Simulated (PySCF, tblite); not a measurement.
# C₆H₇NO₂P−: geometry, infrared bands and NMR shifts

Wanted: the infrared bands and NMR shifts of C₆H₇NO₂P− (`C[P@@](=O)([O-])c1cccnc1`), by calculation.

The runs use tblite 0.8.0 and PySCF 2.14.0, with density-fitted response routines of our own; the level of theory stands in each step. All values are computed, except where a source is named. Atoms are numbered from 0 throughout.

### Step 1. Starting geometry

17 atoms, charge -1, multiplicity 1; geometry from: force field or distance geometry start.

Bonds of the start (Å): C0–P1 1.82, P1–O2 1.52, P1–O3 1.69, P1–C4 1.81, C4–C5 1.38, C5–C6 1.38, C6–C7 1.38, C7–N8 1.35, N8–C9 1.34, C9–C4 1.37, C0–H10 1.10, C0–H11 1.11, C0–H12 1.11, C5–H13 1.06, C6–H14 1.08, C7–H15 1.09, C9–H16 1.08.

### Step 2. Geometry optimisation with GFN2-xTB

What the job is given:

```
{"job": {"kind": "relax", "xc": "GFN2-xTB", "basis": "xTB"}, "charge": -1, "multiplicity": 1}
C     -2.496300     0.135200     0.732400
P     -1.555800    -0.258900    -0.772000
O     -1.948800    -1.672700    -1.164500
O     -1.939600     0.758300    -2.060100
C      0.197900    -0.214700    -0.345500
C      0.772500     1.015600    -0.075500
C      2.120300     1.059300     0.237500
C      2.798800    -0.138600     0.257400
N      2.212100    -1.326900    -0.021600
C      0.909900    -1.386700    -0.323700
H     -2.849400     1.172700     0.695700
H     -1.898300     0.018800     1.664300
H     -3.357200    -0.552700     0.858700
H      0.146300     1.873100    -0.119600
H      2.581900     2.004400     0.462700
H      3.856100    -0.140800     0.511300
H      0.442700    -2.333500    -0.547400
```

Command:

```console
$ OMP_NUM_THREADS=1 python probes_run.py task.json out
```

One launch serves the whole session: the jobs run in the order shown.

**Question.** This job is followed by: GFN2-xTB harmonic vibrations, gas phase; GIAO PBE0/pcSseg-1 NMR shielding, non-relativistic, gas phase. What will the session give for the following? strongest single infrared mode (GFN2-xTB); zero-point energy (GFN2-xTB); 13C shifts against TMS (PBE0/pcSseg-1); 1H shifts against TMS (PBE0/pcSseg-1, means over atoms taken as alike); 31P shifts against H3PO4 (PBE0/pcSseg-1); 17O shifts against H2O (PBE0/pcSseg-1, means over atoms taken as alike); 15N shifts against NH3 (PBE0/pcSseg-1).

As calculated:

| quantity | value |
| --- | --- |
| strongest single infrared mode (GFN2-xTB) | 1239 cm⁻¹, 309 km/mol |
| zero-point energy (GFN2-xTB) | 75.4 kcal/mol |
| 13C shifts against TMS (PBE0/pcSseg-1) | 159.9, 153.1, 149.7, 144.7, 125.2, 25.0 ppm |
| 1H shifts against TMS (PBE0/pcSseg-1, means over atoms taken as alike) | 9.07, 8.46, 8.31, 6.91, 0.56 ppm |
| 31P shifts against H3PO4 (PBE0/pcSseg-1) | -14.9 ppm |
| 17O shifts against H2O (PBE0/pcSseg-1, means over atoms taken as alike) | 153.8 ppm |
| 15N shifts against NH3 (PBE0/pcSseg-1) | 347.7 ppm |

The optimisation took 146 steps and gained 1.194 eV; among the close pairs (by a distance rule), P1–O3 changed most, from 1.686 to 1.489 Å. No mode is imaginary among the 45: a minimum at this level. The strongest single mode, at 1239 cm⁻¹, has its largest shares on P1, O3 and O2 (the list is cut at 3 atoms). Unscaled tight-binding wavenumbers are off by several per cent, some by more. Its intensities can rank the bands wrongly. At PBE0/pcSseg-1: Shielding is most anisotropic at N8 (span 680 ppm, paramagnetic term -414 ppm). NICS(1)zz of -28 ppm above the planar ring from C4 marks a diatropic (aromatic) ring current.
